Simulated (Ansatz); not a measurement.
# RhSe2 (fluorite): one cell, many starting occupations (series 2), part 2 of 2

How far apart do the states of RhSe2 (fluorite) lie when only the starting occupations change? Cell and atoms stay fixed. The start comes from a prototype table, not from a measured structure.

Ansatz 0.2.0; DFT r²SCAN without U, plane waves, PAW.

### 5 Random orbitals: fully mixed, one electron fewer

input.yaml

```yaml
crystal:
  lattice:
    - [0.0, 3.09182186, 3.09182186]
    - [3.09182186, 0.0, 3.09182186]
    - [3.09182186, 3.09182186, 0.0]
  atoms:
    - { symbol: Rh, position: [0.0, 0.0, 0.0], spin: 4.0 }
    - { symbol: Se, position: [0.25, 0.25, 0.25] }
    - { symbol: Se, position: [0.75, 0.75, 0.75] }
basis:
  ecutwfc: 500
  ecutrho_ratio: 4
kpoints:
  mp_grid: { grid: [5, 5, 5] }
hamiltonian:
  xc: r2scan
  hubbard:
    sites:
      - { site: 0, l: d, u_eff: 0.0, starting_ns: [{ spin: up, occupation_matrix: s0up }, { spin: down, occupation_matrix: s0down }] }
    occupation_matrices:
      s0up:
        matrix:
          - [0.32003, 0.29758, 0.26625, 0.1253, -0.14096]
          - [0.29758, 0.83376, -0.1219, -0.05736, 0.06453]
          - [0.26625, -0.1219, 0.86093, -0.05133, 0.05774]
          - [0.1253, -0.05736, -0.05133, 0.94585, 0.02717]
          - [-0.14096, 0.06453, 0.05774, 0.02717, 0.93943]
      s0down:
        matrix:
          - [0.02, 0.0, 0.0, 0.0, 0.0]
          - [0.0, 0.02, 0.0, 0.0, 0.0]
          - [0.0, 0.0, 0.02, 0.0, 0.0]
          - [0.0, 0.0, 0.0, 0.02, 0.0]
          - [0.0, 0.0, 0.0, 0.0, 0.02]
    ns_hold: { iters: 12 }
scf:
  occupations: { method: gaussian, width: 0.05 }
  lower_state_search: "off"
  max_iter: 150
output:
  forces: true
  stress: true
  eigenvalues: true
  populations: true
  hubbard: { sites: [{ site: 0, l: d }] }
magnetization:
  spin_polarized: true
```

The typed matrices are held for 12 cycles.

Run with:

```
ansatz run input.yaml --threads 4 --pin off --max-ram 6144MiB --backend cpu --events-out ev --progress --plain --runs-dir out
```

Log (excerpt; [...] marks lines left out):

```text
Warning: crystal.symmetry: narrowed to the stabiliser of the occupation matrices — unitary ops 48 → 2; lowered by the specified shell (site 0, l: d); largest admitted image defect 4.4e-16, smallest excluded 2.5e-1 — at a splitting's scale: the group the occupation matrices' own texture admits
Warning: RAYON_NUM_THREADS=4 ignored (pool sized by the plan → 4); use --threads N
Rh: projections on atomic orbitals take those of the free atom [Ar 3d10] 4s2 4p6 4d8 5s1, of charge +0.00 (hamiltonian.pseudopotentials.projection_atoms); the dataset's partial waves leave at most 8.9e-6 of an orbital's norm unspanned inside its sphere
Se: projections on atomic orbitals take those of the free atom [Ar] 3d10 4s2 4p4, of charge +0.00 (hamiltonian.pseudopotentials.projection_atoms); the dataset's partial waves leave at most 2.3e-6 of an orbital's norm unspanned inside its sphere
[...]
Pseudopotentials: kind: paw
Pseudopotential: Rh, paw, valence charge 17, recommended cutoff 500 eV (meta_gga), Rh.paw.azcp
Pseudopotential: Se, paw, valence charge 16, recommended cutoff 500 eV (meta_gga), Se.paw.azcp
Functional definition: r2SCAN
[...]
Crystal: 3 atoms, lattice volume = 59.112 Å³
[...]
WARN: hamiltonian.hubbard: on 2 of 2 specified blocks the occupation matrix of this SCF's result fails the test of the specified filling. At site 0 ↑ (sites count from 0 in the list of atoms of the cell that this SCF solves) the least filled combination of the orbitals specified full has [...]
--- Stress (GPa, compression-positive) ---
       -4.042144      -0.000000       0.000000
       -0.000000      -4.042141       0.000000
        0.000000       0.000000      -4.042146
  P = ⅓ Tr σ = -4.0421 GPa (-40.421 kbar)
--- Band table (eV; the first three rows and the last of 126) ---
[...]
Occupation matrices written to <dir>
--- Löwdin populations: 3 sites ---
  site symbol       q [e]    m [muB]
     0     Rh     16.7354     0.0139
     1     Se     16.0424     0.0033
     2     Se     16.0424     0.0033
  spilling = 0.003671 (of n_electrons = 49.000000)
--- Occupation matrices: 1 shell (run DFT+U table (all-electron-ortho-atomic); ε = 2.00e-2, provisional) ---
  Rh0 d_4D: site group Oh (m-3m)
  Rh0 d_4D up     Tr n = 4.1195  λ = 0.731 0.731 0.731 0.964 0.964  [3× xz 0.33 (T2g 1.00) T2g(1.00) | 2× z2 0.50 (Eg 1.00) Eg(1.00)]
  Rh0 d_4D dn     Tr n = 4.1055  λ = 0.726 0.726 0.726 0.963 0.963  [3× xz 0.33 (T2g 1.00) T2g(1.00) | 2× z2 0.50 (Eg 1.00) Eg(1.00)]
  specified occupation → Rh0 d_4D up: matrix, ‖Δ‖_F = 0.9664, Tr Δ = -0.2195, displaced = 0.7769, d_λ = 0.7872; orbital distance = 1.0676
  specified occupation → Rh0 d_4D dn: matrix, ‖Δ‖_F = 1.8101, Tr Δ = -4.0055, displaced = 2.0028, d_λ = 1.8101; orbital distance = 0.0000
  Tr n, λ and their labels are of the run-group-symmetrised matrices; stabiliser: 48 of 96 elements of G0×{1,Θ} (closed), max defect 4.5e-7 at τ = 4.2e-3
```

Wall time 67 s (4 threads of Arm Neoverse V1, shared host); peak memory 0.75 GiB.

Result: no gap, pressure -4.0 GPa, no moment over 0.05 μB in any sphere, largest force component 0.00 eV/Å, 2 symmetry operations imposed. The program reports that the typed filling wasn't kept.

The shells' filling, with natural orbitals sorted by occupation:

```csv
shell,channel,electrons,over 0.8,0.2 to 0.8,under 0.2
Rh 4d (atom 1),up,4.12,2,3,0
Rh 4d (atom 1),down,4.11,2,3,0
```

### 6 Random orbitals: drawn by pairs, second filling

input.yaml

```yaml
crystal:
  lattice:
    - [0.0, 3.09182186, 3.09182186]
    - [3.09182186, 0.0, 3.09182186]
    - [3.09182186, 3.09182186, 0.0]
  atoms:
    - { symbol: Rh, position: [0.0, 0.0, 0.0], spin: 3.0 }
    - { symbol: Se, position: [0.25, 0.25, 0.25] }
    - { symbol: Se, position: [0.75, 0.75, 0.75] }
basis:
  ecutwfc: 500
  ecutrho_ratio: 4
kpoints:
  mp_grid: { grid: [5, 5, 5] }
hamiltonian:
  xc: r2scan
  hubbard:
    sites:
      - { site: 0, l: d, u_eff: 0.0, starting_ns: [{ spin: up, occupation_matrix: s0up }, { spin: down, occupation_matrix: s0down }] }
    occupation_matrices:
      s0up:
        matrix:
          - [0.495, 0.0, 0.0, 0.0, -0.475]
          - [0.0, 0.97, 0.0, 0.0, 0.0]
          - [0.0, 0.0, 0.97, 0.0, 0.0]
          - [0.0, 0.0, 0.0, 0.97, 0.0]
          - [-0.475, 0.0, 0.0, 0.0, 0.495]
      s0down:
        matrix:
          - [0.02, 0.0, 0.0, 0.0, 0.0]
          - [0.0, 0.495, 0.0, 0.0, 0.475]
          - [0.0, 0.0, 0.02, 0.0, 0.0]
          - [0.0, 0.0, 0.0, 0.02, 0.0]
          - [0.0, 0.475, 0.0, 0.0, 0.495]
    ns_hold: until_converged
scf:
  occupations: { method: gaussian, width: 0.05 }
  lower_state_search: "off"
  max_iter: 150
output:
  forces: true
  stress: true
  eigenvalues: true
  populations: true
  hubbard: { sites: [{ site: 0, l: d }] }
magnetization:
  spin_polarized: true
```

The typed matrices put 0.97 on the chosen orbitals and 0.02 on the others, and are held until the SCF converges, then released.

Run with:

```
ansatz run input.yaml --threads 4 --pin off --max-ram 6144MiB --backend cpu --events-out ev --progress --plain --runs-dir out
```

Log (excerpt; [...] marks lines left out):

```text
Warning: crystal.symmetry: narrowed to the stabiliser of the occupation matrices — unitary ops 48 → 2; lowered by the specified shell (site 0, l: d); largest admitted image defect 4.4e-16, smallest excluded 4.8e-1 — at a splitting's scale: the group the occupation matrices' own texture admits
Warning: RAYON_NUM_THREADS=4 ignored (pool sized by the plan → 4); use --threads N
Rh: projections on atomic orbitals take those of the free atom [Ar 3d10] 4s2 4p6 4d8 5s1, of charge +0.00 (hamiltonian.pseudopotentials.projection_atoms); the dataset's partial waves leave at most 8.9e-6 of an orbital's norm unspanned inside its sphere
Se: projections on atomic orbitals take those of the free atom [Ar] 3d10 4s2 4p4, of charge +0.00 (hamiltonian.pseudopotentials.projection_atoms); the dataset's partial waves leave at most 2.3e-6 of an orbital's norm unspanned inside its sphere
[...]
Pseudopotentials: kind: paw
Pseudopotential: Rh, paw, valence charge 17, recommended cutoff 500 eV (meta_gga), Rh.paw.azcp
Pseudopotential: Se, paw, valence charge 16, recommended cutoff 500 eV (meta_gga), Se.paw.azcp
Functional definition: r2SCAN
[...]
Crystal: 3 atoms, lattice volume = 59.112 Å³
[...]
WARN: hamiltonian.hubbard: on 2 of 2 specified blocks the occupation matrix of this SCF's result fails the test of the specified filling. At site 0 ↑ (sites count from 0 in the list of atoms of the cell that this SCF solves) the least filled combination of the orbitals specified full has [...]
--- Stress (GPa, compression-positive) ---
       -4.042160       0.000000       0.000000
        0.000000      -4.042161      -0.000002
       -0.000000      -0.000002      -4.042162
  P = ⅓ Tr σ = -4.0422 GPa (-40.422 kbar)
--- Band table (eV; the first three rows and the last of 126) ---
[...]
Occupation matrices written to <dir>
--- Löwdin populations: 3 sites ---
  site symbol       q [e]    m [muB]
     0     Rh     16.7354     0.0135
     1     Se     16.0424     0.0033
     2     Se     16.0424     0.0033
  spilling = 0.003671 (of n_electrons = 49.000000)
--- Occupation matrices: 1 shell (run DFT+U table (all-electron-ortho-atomic); ε = 2.00e-2, provisional) ---
  Rh0 d_4D: site group Oh (m-3m)
  Rh0 d_4D up     Tr n = 4.1194  λ = 0.731 0.731 0.731 0.964 0.964  [3× xz 0.33 (T2g 1.00) T2g(1.00) | 2× z2 0.50 (Eg 1.00) Eg(1.00)]
  Rh0 d_4D dn     Tr n = 4.1057  λ = 0.726 0.726 0.726 0.963 0.963  [3× xz 0.33 (T2g 1.00) T2g(1.00) | 2× z2 0.50 (Eg 1.00) Eg(1.00)]
  specified occupation → Rh0 d_4D up: matrix, ‖Δ‖_F = 0.9171, Tr Δ = -0.2194, displaced = 0.7316, d_λ = 0.7872; orbital distance = 1.0000
  specified occupation → Rh0 d_4D dn: matrix, ‖Δ‖_F = 1.6843, Tr Δ = -3.0557, displaced = 1.7715, d_λ = 1.5449; orbital distance = 1.2247
  Tr n, λ and their labels are of the run-group-symmetrised matrices; stabiliser: 48 of 96 elements of G0×{1,Θ} (closed), max defect 1.2e-6 at τ = 4.2e-3
```

Run time: 64 s. Hardware: 4 threads of Arm Neoverse V1, shared host; peak memory 0.75 GiB.

Result: no gap, pressure -4.0 GPa, no moment over 0.05 μB in any sphere, largest force component 0.00 eV/Å, 2 symmetry operations imposed. The program reports that the typed filling wasn't kept.

How the shells are filled (orbitals counted by the eigenvalues of the occupation matrices):

```csv
shell,channel,electrons,over 0.8,0.2 to 0.8,under 0.2
Rh 4d (atom 1),up,4.12,2,3,0
Rh 4d (atom 1),down,4.11,2,3,0
```

### 7 All runs side by side

This closing draws on all 2 parts.

Energies count from the lowest free state and have the smearing extrapolated to zero.

| start | energy (meV/atom) | gap (eV) | pressure (GPa) | largest moment (μB) | SCF cycles | time |
| --- | --- | --- | --- | --- | --- | --- |
| random orbitals: single harmonics, second filling | 0.0 | metal | -4.0 | 0.02 | 40 | 22 s |
| from atoms, symmetry kept, no search (earlier series) | 0.0 | metal | -4.0 | 0.01 | 31 | 8.3 s |
| random orbitals: fully mixed, first filling | 0.0 | metal | -4.0 | 0.01 | 36 | 9.3 s |
| random orbitals: fully mixed, one electron fewer | 0.0 | metal | -4.0 | 0.01 | 54 | 67 s |
| random orbitals: drawn by pairs, second filling | 0.0 | metal | -4.0 | 0.01 | 47 | 64 s |
| from atoms, default search | 0.0 | metal | -4.0 | 0.00 | 20 | 4.6 s |

The 6 free runs end within about 1 meV/atom of each other. The run with the program's default settings reaches the lowest one found. The lowest state found need not be the ground state, and the geometry wasn't relaxed for any of them.
